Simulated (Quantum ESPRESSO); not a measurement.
## BiS: Wannier functions under several settings

```xyz
2
Lattice="4.0029 0.0000 0.0000 0.0000 4.0029 0.0000 0.0000 0.0000 4.0029" Properties=species:S:1:pos:R:3 pbc="T T T"
Bi    2.0015    2.0015    2.0015
S     0.0000    0.0000    0.0000
```

The cell was built by a generator and needn't be a form met in nature.

All runs used Quantum ESPRESSO 7.5; potentials PseudoDojo 0.4.1 SR PBE standard; k mesh 6 × 6 × 6; given cell; no spin polarisation; cutoff 898 eV; occupations fermi-dirac, width 0.05 eV.

```csv
level,start,Wannier mesh,spread a function (Å²),RMS miss of the bands (meV)
PBE,atomic projections with disentanglement,4 × 4 × 4,1.85,23
PBE,"atomic projections with disentanglement, not minimised",4 × 4 × 4,1.80,34
PBE,SCDM with an erfc weight,4 × 4 × 4,?,?
```

Question: What stands in the row left open?

Answer: Spread a function 1.58 Å²; RMS miss of the bands 30 meV.

